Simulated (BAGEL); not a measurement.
# doublet GaH2Br+: levels of theory compared

We compute a comparison of 3 runs (CASPT2(11,10)/6-31G*, CASPT2(11,10)/aug-cc-pVDZ, NEVPT2(11,10)/aug-cc-pVDZ) of doublet GaH2Br+. 

The calculation is run with BAGEL 1.2.2.

6 further runs of the same task are left out: 6 set aside as unsound or not needed.

## (1) Starting point

GaH2Br+ has 4 atoms, charge +1, and is taken as a doublet. SMILES of the parent species: `[GaH2][Br]`. The shape is that of a PBE0-D4/def2-TZVP optimisation. That shape belongs to the parent species and isn't relaxed for this state.

Bond lengths: Ga1–Br2 2.294 Å, Ga1–H3 1.557 Å, Ga1–H4 1.557 Å. Angles: Br2–Ga1–H3 115.4°, Br2–Ga1–H4 115.4°, H3–Ga1–H4 129.2°.

## (2) The energy at CASPT2(11,10)/6-31G(d) (density fitting with cc-pvqz-jkfit, spherical functions) (run 1)

input.json reads:

```json
{ "bagel" : [

{
  "title" : "molecule",
  "basis" : "6-31gs.json",
  "df_basis" : "cc-pvqz-jkfit",
  "angstrom" : true,
  "geometry" : [
    { "atom" : "Ga", "xyz" : [      -0.204200,       0.020100,      -0.098100 ] },
    { "atom" : "Br", "xyz" : [       1.883000,      -0.317000,       0.792600 ] },
    { "atom" : "H", "xyz" : [      -1.324000,      -0.909600,       0.453800 ] },
    { "atom" : "H", "xyz" : [      -0.299300,       1.146100,      -1.168600 ] }
  ]
},

{ "title" : "hf", "charge" : 2 },

{ "title" : "casscf", "nstate" : 1, "nact" : 10, "nclosed" : 28, "charge" : 1, "nspin" : 1, "maxiter" : 200, "natocc" : true },

{ "title" : "print", "file" : "orbitals.molden", "orbitals" : true },

{ "title" : "smith", "method" : "caspt2", "ms" : true, "xms" : true, "sssr" : true, "shift" : 0.0, "ncore" : 18 }

]}
```

The basis set 6-31G* is read from a file made from the Basis Set Exchange's data (not shown).

Started as:

```console
$ BAGEL_NUM_THREADS=1 BAGEL input.json > input.out
```

The program printed:

```text
* using 1 threads per process

  ===============================================================
  ===============================================================

  *** Geometry ***

  { "atom" : "Ga", "xyz" : [     -0.385882,      0.037983,     -0.185382 ] },
  { "atom" : "Br", "xyz" : [      3.558354,     -0.599043,      1.497797 ] },
  { "atom" : "H", "xyz" : [     -2.501997,     -1.718895,      0.857558 ] },
  { "atom" : "H", "xyz" : [     -0.565595,      2.165815,     -2.208334 ] },

  Number of auxiliary basis functions:      538

  Since a DF basis is specified, we compute 2- and 3-index integrals:
    o Being stored without compression. Storage requirement is 0.020 GB

  Number of basis functions:       68
  Number of electrons      :       68

    * METHOD: MOLECULE                             0.31

  *** RHF ***

  === Nuclear Repulsion ===
   282.8276995302

      * DIIS with orbital gradients will be used.

  === RHF iteration (6-31gs.json) ===
      0      -4494.94295733          0.01705266           0.10
      1      -4494.92412865          0.02264523           0.09
      2      -4495.20488273          0.00303875           0.09
[... 11 lines of this table left out ...]
     14      -4495.21832328          0.00000001           0.09
    * SCF iteration converged.

    * Permanent dipole moment:
           (    0.796675,    -0.128739,     0.340034) a.u.

    * METHOD: HF                                   1.65

  ---------------------------
      CASSCF calculation
  ---------------------------

    * nstate   :      1
    * nclosed  :     28
    * nact     :     10
    * nvirt    :     30
  === CASSCF iteration (6-31gs.json) ===

    * Using the second-order algorithm

      0  0     -4495.90434184     7.97e-03      1.07

      1  0     -4495.92342312     8.23e-04      1.33
[... 117 lines of this table left out ...]
     60  0     -4495.97486231     9.33e-09      1.45

    * Second-order optimization converged. *

     guess   0:   closed 11111.....           open .....1....

  === FCI iteration ===

      0  0     -4495.91274503     1.37e-03      0.05
      1  0     -4495.97156263     3.68e-04      0.05
      2  0     -4495.97457817     9.89e-05      0.05
[... 14 lines of this table left out ...]
     17  0 *   -4495.97486231     4.47e-11      0.05

     * ci vector, state   0, <S^2> = 0.7500
       22222a....    -0.9791452468
       2222.a2...    -0.0944437165

    * METHOD: CASSCF                              95.29

    * METHOD: PRINT                                0.01

  === SMITH program ===

    * freezing 18 orbitals

    * Approximate memory requirement for SMITH calulation per MPI process:
      o Storage requirement for T-amplitude, lambda, and residual is 0.01 GB
      o Storage requirement for MO integrals is 0.01 GB
    * Calculating and saving rdm4f

    * Zeroth order energy : state  0       -8.9316077066

    * CASPT2 iteration is performed using redundant basis

      ---- iteration ----

        0    -0.41605170     0.00551327      0.31
        1    -0.41742720     0.00072622      0.31
        2    -0.41746799     0.00011403      0.32
        3    -0.41746891     0.00001899      0.32
        4    -0.41746894     0.00000328      0.32
        5    -0.41746894     0.00000058      0.31

      -------------------

    * CASPT2 energy : state  0    -4496.3923312540
        reference weight              0.9217870709

    * METHOD: SMITH                               16.56

  ===============================================================
```

Run time: 1.9 min. Hardware: 1 thread of Arm Neoverse V2, shared host; peak memory 6.1 GiB.

## (3) A single-point energy at CASPT2(11,10)/aug-cc-pVDZ (density fitting with cc-pvqz-jkfit) (run 2)

caspt2.json reads:

```json
{ "bagel": [

{
  "title": "molecule",
  "basis": "aug-cc-pvdz.json",
  "df_basis": "cc-pvqz-jkfit",
  "angstrom": "true",
  "geometry": [
    { "atom": "Ga", "xyz": [   -0.204200,    0.020100,   -0.098100 ] },
    { "atom": "Br", "xyz": [    1.883000,   -0.317000,    0.792600 ] },
    { "atom": "H", "xyz": [   -1.324000,   -0.909600,    0.453800 ] },
    { "atom": "H", "xyz": [   -0.299300,    1.146100,   -1.168600 ] }
  ]
},
{ "title": "hf", "charge": 2 },
{ "title": "casscf", "nstate": 1, "nact": 10, "nclosed": 28, "charge": 1, "nspin": 1, "maxiter": 200, "natocc": "true" },
{ "title": "print", "file": "orbitals.molden", "orbitals": "true" },
{ "title": "smith", "method": "caspt2", "ms": "true", "xms": "true", "sssr": "true", "shift": 0.0, "ncore": 18 }

]}
```

The basis set aug-cc-pVDZ is read from a file made from the Basis Set Exchange's data (not shown).

Started as:

```console
$ BAGEL_NUM_THREADS=1 BAGEL caspt2.json > caspt2.out
```

The program printed:

```text
* using 1 threads per process

  ===============================================================
  ===============================================================

  *** Geometry ***

  { "atom" : "Ga", "xyz" : [     -0.385882,      0.037983,     -0.185382 ] },
  { "atom" : "Br", "xyz" : [      3.558354,     -0.599043,      1.497797 ] },
  { "atom" : "H", "xyz" : [     -2.501997,     -1.718895,      0.857558 ] },
  { "atom" : "H", "xyz" : [     -0.565595,      2.165815,     -2.208334 ] },

  Number of auxiliary basis functions:      538

  Since a DF basis is specified, we compute 2- and 3-index integrals:
    o Being stored without compression. Storage requirement is 0.035 GB

  Number of basis functions:       90
  Number of electrons      :       68

    * METHOD: MOLECULE                             0.33

  *** RHF ***

  === Nuclear Repulsion ===
   282.8276995302

      * DIIS with orbital gradients will be used.

  === RHF iteration (aug-cc-pvdz.json) ===
      0      -4495.61097692          0.01232130           0.14
      1      -4495.63487844          0.01393378           0.13
      2      -4495.75198226          0.00206834           0.13
[... 10 lines of this table left out ...]
     13      -4495.76114697          0.00000000           0.13
    * SCF iteration converged.

    * Permanent dipole moment:
           (    0.854107,    -0.138013,     0.364541) a.u.

    * METHOD: HF                                   2.12

  ---------------------------
      CASSCF calculation
  ---------------------------

    * nstate   :      1
    * nclosed  :     28
    * nact     :     10
    * nvirt    :     52
  === CASSCF iteration (aug-cc-pvdz.json) ===

    * Using the second-order algorithm

      0  0     -4496.44052470     6.41e-03      1.03

      1  0     -4496.46256899     7.76e-04      1.57
[... 109 lines of this table left out ...]
     56  0     -4496.51558089     9.15e-09      1.32

    * Second-order optimization converged. *

     guess   0:   closed 11111.....           open .....1....

  === FCI iteration ===

      0  0     -4496.45322687     1.33e-03      0.05
      1  0     -4496.51199333     3.70e-04      0.05
      2  0     -4496.51522052     1.07e-04      0.05
[... 14 lines of this table left out ...]
     17  0 *   -4496.51558089     5.66e-11      0.05

     * ci vector, state   0, <S^2> = 0.7500
       22222a....     0.9779033749
       2222.a2...     0.0938738866
       2a222b...a    -0.0523304419

    * METHOD: CASSCF                              95.65

    * METHOD: PRINT                                0.01

  === SMITH program ===

    * freezing 18 orbitals

    * Approximate memory requirement for SMITH calulation per MPI process:
      o Storage requirement for T-amplitude, lambda, and residual is 0.02 GB
      o Storage requirement for MO integrals is 0.01 GB
    * Calculating and saving rdm4f

    * Zeroth order energy : state  0       -8.9225280339

    * CASPT2 iteration is performed using redundant basis

      ---- iteration ----

        0    -0.15292016     0.00422602      0.43
        1    -0.15449829     0.00056082      0.45
        2    -0.15454003     0.00008521      0.45
        3    -0.15454085     0.00001366      0.45
        4    -0.15454088     0.00000238      0.45
        5    -0.15454088     0.00000045      0.46

      -------------------

    * CASPT2 energy : state  0    -4496.6701217711
        reference weight              0.9394604542

    * METHOD: SMITH                               17.22

  ===============================================================
```

Run time: 1.9 min. Hardware: 1 thread of Arm Neoverse V2, shared host; peak memory 6.2 GiB.

## (4) A single-point energy at NEVPT2(11,10)/aug-cc-pVDZ (density fitting with cc-pvqz-jkfit) (run 3)

input.json reads:

```json
{ "bagel": [

{
  "title": "molecule",
  "basis": "aug-cc-pvdz.json",
  "df_basis": "cc-pvqz-jkfit",
  "angstrom": true,
  "geometry": [
    { "atom": "Ga", "xyz": [      -0.204200,       0.020100,      -0.098100 ] },
    { "atom": "Br", "xyz": [       1.883000,      -0.317000,       0.792600 ] },
    { "atom": "H", "xyz": [      -1.324000,      -0.909600,       0.453800 ] },
    { "atom": "H", "xyz": [      -0.299300,       1.146100,      -1.168600 ] }
  ]
},

{ "title": "hf", "charge": 2 },

{ "title": "casscf", "nstate": 1, "nact": 10, "nclosed": 28, "charge": 1, "nspin": 1, "maxiter": 200, "natocc": true },

{
  "title": "nevpt2",
  "nstate": 1,
  "nact": 10,
  "nclosed": 28,
  "charge": 1,
  "nspin": 1,
  "maxiter": 200,
  "natocc": true,
  "ncore": 18
}

]}
```

The basis set aug-cc-pVDZ is read from a file made from the Basis Set Exchange's data (not shown).

Started as:

```console
$ BAGEL_NUM_THREADS=1 BAGEL input.json > input.out
```

The program printed:

```text
* using 1 threads per process

  ===============================================================
  ===============================================================

  *** Geometry ***

  { "atom" : "Ga", "xyz" : [     -0.385882,      0.037983,     -0.185382 ] },
  { "atom" : "Br", "xyz" : [      3.558354,     -0.599043,      1.497797 ] },
  { "atom" : "H", "xyz" : [     -2.501997,     -1.718895,      0.857558 ] },
  { "atom" : "H", "xyz" : [     -0.565595,      2.165815,     -2.208334 ] },

  Number of auxiliary basis functions:      538

  Since a DF basis is specified, we compute 2- and 3-index integrals:
    o Being stored without compression. Storage requirement is 0.035 GB

  Number of basis functions:       90
  Number of electrons      :       68

    * METHOD: MOLECULE                             0.33

  *** RHF ***

  === Nuclear Repulsion ===
   282.8276995302

      * DIIS with orbital gradients will be used.

  === RHF iteration (aug-cc-pvdz.json) ===
      0      -4495.61097692          0.01232130           0.13
      1      -4495.63487844          0.01393378           0.13
      2      -4495.75198226          0.00206834           0.13
[... 10 lines of this table left out ...]
     13      -4495.76114697          0.00000000           0.13
    * SCF iteration converged.

    * Permanent dipole moment:
           (    0.854107,    -0.138013,     0.364541) a.u.

    * METHOD: HF                                   2.12

  ---------------------------
      CASSCF calculation
  ---------------------------

    * nstate   :      1
    * nclosed  :     28
    * nact     :     10
    * nvirt    :     52
  === CASSCF iteration (aug-cc-pvdz.json) ===

    * Using the second-order algorithm

      0  0     -4496.44052470     6.41e-03      1.03

      1  0     -4496.46256899     7.76e-04      1.56
[... 109 lines of this table left out ...]
     56  0     -4496.51558089     9.15e-09      1.67

    * Second-order optimization converged. *

     guess   0:   closed 11111.....           open .....1....

  === FCI iteration ===

      0  0     -4496.45322687     1.33e-03      0.03
      1  0     -4496.51199333     3.70e-04      0.03
      2  0     -4496.51522052     1.07e-04      0.03
[... 14 lines of this table left out ...]
     17  0 *   -4496.51558089     5.66e-11      0.03

     * ci vector, state   0, <S^2> = 0.7500
       22222a....     0.9779033749
       2222.a2...     0.0938738866
       2a222b...a    -0.0523304419

    * METHOD: CASSCF                              97.34

    * freezing 18 orbitals

  === DF-NEVPT2 calculation ===

    * 3-index integral transformation done
    * assembly done

      NEVPT2 correlation energy:   -0.1379436142      0.32

          (+0)     -0.0153781096
          (+0)'    -0.0069433773
          (+1)     -0.0057623829
          (+1)'    -0.0004919645
          (+2)     -0.0011412411
          (-1)     -0.0116620643
          (-1)'    -0.0389414965
          (-2)     -0.0576229780

      NEVPT2 total energy:       -4496.6535245061

    * METHOD: NEVPT2                             158.15

  ===============================================================
```

Wall time 4.3 min (1 thread of Arm Neoverse V2, shared host); peak memory 4.6 GiB.

## (5) The series

```csv
run,level,multistate,contraction,energy (Eh),wall time
1,"CASPT2(11,10)/6-31G* (density fitting with cc-pvqz-jkfit, spherical functions)",XMS,SS-SR,-4496.392331,1.9 min
2,"CASPT2(11,10)/aug-cc-pVDZ (density fitting with cc-pvqz-jkfit)",XMS,SS-SR,-4496.670122,1.9 min
3,"NEVPT2(11,10)/aug-cc-pVDZ (density fitting with cc-pvqz-jkfit)",–,–,-4496.653525,4.3 min
```

## (6) Results

| quantity | value |
| --- | --- |
| run 3: total energy | -4496.65352 Eh |

All runs together took 8.1 min, the longest 4.3 min.
